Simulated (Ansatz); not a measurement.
# Si3NH9 (SMILES [SiH3]N([SiH3])[SiH3]) at MP2/6-31G(d) (spherical functions)

What is the vertical ionisation energy of Si3NH9 at MP2/6-31G* (spherical functions)? 

The calculation is run with Ansatz 0.2.0.

59 further runs of the same task are left out: 59 set aside as unsound or not needed.

**1. The molecule**

Si3NH9: 13 atoms, total charge 0, spin state singlet. As SMILES, `[SiH3]N([SiH3])[SiH3]`. The coordinates come from a PBE0-D4/def2-TZVP relaxation.

Bond lengths: Si1–N2 1.735 Å, N2–Si3 1.735 Å, N2–Si4 1.735 Å, Si1–H5 1.488 Å, Si1–H6 1.487 Å, Si1–H7 1.487 Å, Si3–H8 1.487 Å, Si3–H9 1.487 Å, Si3–H10 1.488 Å, Si4–H11 1.487 Å, Si4–H12 1.488 Å, Si4–H13 1.487 Å. Some angles: Si1–N2–Si3 120.0°, Si1–N2–Si4 120.0°, Si3–N2–Si4 120.0°, N2–Si1–H5 107.2°, N2–Si1–H6 111.4°, N2–Si1–H7 111.4°, N2–Si3–H8 111.4°, N2–Si3–H9 111.4°, N2–Si3–H10 107.2°, N2–Si4–H11 111.4°.

**2. The energy at MP2/6-31G(d) (spherical functions)**

run.yaml reads:

```yaml
crystal:
  periodic: [false, false, false]
  atoms:
    - {symbol: Si, position_ang: [-0.519450, 1.440730, -0.815850]}
    - {symbol: N, position_ang: [-0.000690, -0.000090, 0.000350]}
    - {symbol: Si, position_ang: [0.784860, 0.112060, 1.543580]}
    - {symbol: Si, position_ang: [-0.265590, -1.552910, -0.727470]}
    - {symbol: H, position_ang: [-1.148110, 1.019270, -2.096710]}
    - {symbol: H, position_ang: [-1.512750, 2.195720, -0.007190]}
    - {symbol: H, position_ang: [0.625850, 2.343510, -1.105390]}
    - {symbol: H, position_ang: [0.020170, -0.607680, 2.596110]}
    - {symbol: H, position_ang: [2.158120, -0.455830, 1.496860]}
    - {symbol: H, position_ang: [0.862760, 1.555850, 1.894200]}
    - {symbol: H, position_ang: [-1.713780, -1.813530, -0.940290]}
    - {symbol: H, position_ang: [0.285610, -2.575110, 0.202450]}
    - {symbol: H, position_ang: [0.422990, -1.661990, -2.040670]}
basis:
  gaussian:
    orbitals: 6-31G_st_-spherical.json
magnetization:
  spin_polarized: false
correlation:
  method: mp2
  frozen_orbitals: {H: 0, "N": 1, Si: 5}
accuracy: high
```

The basis set 6-31G* is read from a file made from the Basis Set Exchange's data (not shown).

Started as:

```console
$ ansatz run run.yaml --threads 1 --pin off --max-ram 3480MiB --events-out events.jsonl --progress --plain --runs-dir runs
```

Output:

```text
Warning: RAYON_NUM_THREADS=1 ignored (pool sized by the plan → 1); use --threads N
Functional definition: HF
  name "HF"
  exchange = exact_x
  correlation = 0
2086 factors; integrals over basis functions are off by at most 3.8e-9 eV
mean field evaluation 1: about -25207.6342 eV, gradient 3.3e1 eV
mean field evaluation 2: about -25207.8247 eV, gradient 3.4e1 eV
mean field evaluation 4: about -25210.9044 eV, gradient 3.6e0 eV
mean field evaluation 8: about -25210.9600 eV, gradient 5.9e-2 eV
mean field evaluation 16: about -25210.9600 eV, gradient 9.2e-9 eV
mean field -25210.95999370 eV, -926.4856911661 hartree, gradient 9.2e-9 eV, S^2 0.000000; 0 other end points of the search recorded, 0 dependent functions left out
16 core orbitals not correlated: weight in the atoms' cores, before any rotation towards them, 1.000 or more for the frozen orbitals, at most 0.000 for the correlated occupied ones
reference -25210.95999370 eV, -926.4856911661 hartree; 13, 13 occupied and 57, 57 virtual orbitals, 2086 factors
second order -10.81638049 eV of doubles, -0.00000000 eV of singles
Total energy: -25221.77637419 eV, -926.8831858175 hartree
```

Run time: 3.3 s. Hardware: 1 thread of Arm Neoverse V2, shared host; peak memory 0.27 GiB.

**3. The doublet cation, same level**

in.yaml reads:

```yaml
crystal:
  periodic: [false, false, false]
  atoms:
    - {symbol: Si, position_ang: [-0.519450, 1.440730, -0.815850]}
    - {symbol: N, position_ang: [-0.000690, -0.000090, 0.000350]}
    - {symbol: Si, position_ang: [0.784860, 0.112060, 1.543580]}
    - {symbol: Si, position_ang: [-0.265590, -1.552910, -0.727470]}
    - {symbol: H, position_ang: [-1.148110, 1.019270, -2.096710]}
    - {symbol: H, position_ang: [-1.512750, 2.195720, -0.007190]}
    - {symbol: H, position_ang: [0.625850, 2.343510, -1.105390]}
    - {symbol: H, position_ang: [0.020170, -0.607680, 2.596110]}
    - {symbol: H, position_ang: [2.158120, -0.455830, 1.496860]}
    - {symbol: H, position_ang: [0.862760, 1.555850, 1.894200]}
    - {symbol: H, position_ang: [-1.713780, -1.813530, -0.940290]}
    - {symbol: H, position_ang: [0.285610, -2.575110, 0.202450]}
    - {symbol: H, position_ang: [0.422990, -1.661990, -2.040670]}
basis:
  gaussian:
    orbitals: 6-31G_st_-spherical.json
total_charge: 1
magnetization:
  spin_polarized: true
  initial_magnetization: 1
correlation:
  method: mp2
  frozen_orbitals: {H: 0, "N": 1, Si: 5}
accuracy: high
```

The basis set 6-31G* is read from a file made from the Basis Set Exchange's data (not shown).

Started as:

```console
$ ansatz run in.yaml --threads 1 --pin off --max-ram 3480MiB --events-out events.jsonl --progress --plain --runs-dir runs
```

Output:

```text
Warning: RAYON_NUM_THREADS=1 ignored (pool sized by the plan → 1); use --threads N
[... 4 set-up lines as earlier in the session ...]
2087 factors; integrals over basis functions are off by at most 3.7e-9 eV
mean field evaluation 1: about -25195.7827 eV, gradient 3.0e1 eV
mean field evaluation 2: about -25195.9861 eV, gradient 3.0e1 eV
mean field evaluation 4: about -25201.6641 eV, gradient 4.1e0 eV
mean field evaluation 8: about -25202.2233 eV, gradient 6.0e-1 eV
mean field evaluation 16: about -25202.2356 eV, gradient 2.2e-8 eV
mean field -25202.23564519 eV, -926.1650772719 hartree, gradient 7.4e-8 eV, S^2 0.764025; 0 other end points of the search recorded, 0 dependent functions left out
16 core orbitals not correlated: weight in the atoms' cores, before any rotation towards them, 1.000 or more for the frozen orbitals, at most 0.000 for the correlated occupied ones
reference -25202.23564519 eV, -926.1650772719 hartree; 13, 12 occupied and 57, 58 virtual orbitals, 2087 factors
second order -9.87592632 eV of doubles, -0.00000000 eV of singles
Total energy: -25212.11157151 eV, -926.5280108699 hartree
```

Run time: 3.9 s. Hardware: 1 thread of Arm Neoverse V2, shared host; peak memory 0.36 GiB.

**4. Outcome**

At MP2/6-31G* (spherical functions), 16 core orbitals frozen:

| quantity | value |
| --- | --- |
| singlet Si3NH9: total energy | -926.88319 Eh |
| singlet Si3NH9: correlation energy (16 core orbitals frozen) | -397.5 mEh |
| doublet cation: total energy | -926.52801 Eh |
| doublet cation: correlation energy (16 core orbitals frozen) | -362.9 mEh |
| doublet cation: ⟨S²⟩ of the reference determinant | 0.764 |
| vertical ionisation energy (to the doublet cation) | 9.665 eV |

What this shows: Removing an electron at fixed nuclei costs 9.66 eV (223 kcal/mol).
